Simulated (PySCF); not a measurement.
# [YbI2]+: other functionals and bases at one geometry

An exercise on one series of results from a longer session: the logs are not shown, and one member is left open.

Program: PySCF 2.14.0. Level of theory: several levels, as the steps say, no spin–orbit coupling. These are calculated values, not measurements.

1 further run of the same task is left out (for a known fault of the program).

**The system as given**

3 atoms, charge 1, spin multiplicity 1.

Bond lengths: Yb1–I2 2.688 Å, Yb1–I3 2.688 Å. Angles: I2–Yb1–I3 114.3°.

As a file:

```xyz
3

Yb    0.0000    0.0000   -0.8856
I     2.2581    0.0000    0.5730
I    -2.2581    0.0000    0.5730
```

Formal oxidation states: Yb +3. Each metal's 13 4f electrons lie in its core potential, so multiplicities, spins and levels count the valence alone. An earlier session relaxed this geometry at PBE0, Yb lcecp-1-SVP with ECP59, I def2-SVP with ECP28 (singlet, point group C2v).

At PBE0 on the finer grid: E = -634.699309 Eh, HOMO -12.08 eV, LUMO -7.95 eV, Mulliken charge on Yb1 +1.07 e, largest force component 0.006 eV/Å. 

Levels to run: TPSS; BP86; PBE0, TZVP. Hardware: 2 threads of Arm Neoverse V2, shared host.

The first run:

File run.py (the lines that set the calculation):

```python
mol = gto.M(atom='''
Yb     0.00000     0.00000    -0.88556
I      2.25810     0.00000     0.57300
I     -2.25810     0.00000     0.57300''',
    basis={'Yb': 'lcecp-1-SVP', 'I': 'def2-SVP'},
    ecp={'Yb': 'lcecp-1-SVP', 'I': 'def2-SVP'},
    charge=1, spin=0)
mf = dft.RKS(mol, xc='TPSS')
mf.grids.atom_grid = (75, 302)  # f atoms: unpruned, at least (60, 302)
mf = mf.density_fit()  # fitting sets: Yb AutoAux, I def2-universal-JKFIT
mf.conv_tol = 1e-08; mf.max_cycle = 55
mf.kernel(dm0)  # dm0: the density of the relaxed state
```

Command:

```bash
$ OMP_NUM_THREADS=2 python run.py
```

Among the steps run: TPSS; BP86; PBE0, TZVP.

One of the session's tables, all rows but one given; the rest of the session is left out.

```
              level  HOMO (eV)  gap (eV)  charge on Yb1 (e)  dipole (D)  largest force component (eV/Å)
PBE0 (relaxed here)     -12.08      4.13               1.07        6.65                            0.01
               TPSS     -11.11      2.72               1.05        6.38                            0.26
               BP86     -11.15      2.57               0.93        6.08                            0.25
         PBE0, TZVP          ?         ?                  ?           ?                               ?
```

**Question.** Estimate the row for PBE0, TZVP.

The run gave: HOMO (eV): -12.01; gap (eV): 4.18; charge on Yb1 (e): 1.35; dipole (D): 6.42; largest force component (eV/Å): 0.06. In the column «HOMO (eV)» it lies between PBE0 (relaxed here) (-12.08) and BP86 (-11.15).

The dipole of a charged species depends on the origin, so these sizes hold for this origin alone.

In one basis the HOMO–LUMO gap runs from 2.57 eV (BP86) to 4.13 eV (PBE0). The largest leftover force, 0.26 eV/Å with TPSS, stands at a geometry relaxed at another level. With 4f in the core, its levels are missing from HOMO and gap, and its count is fixed, so no charge can pass from the ligands into it. Total energies of different levels can't be compared.
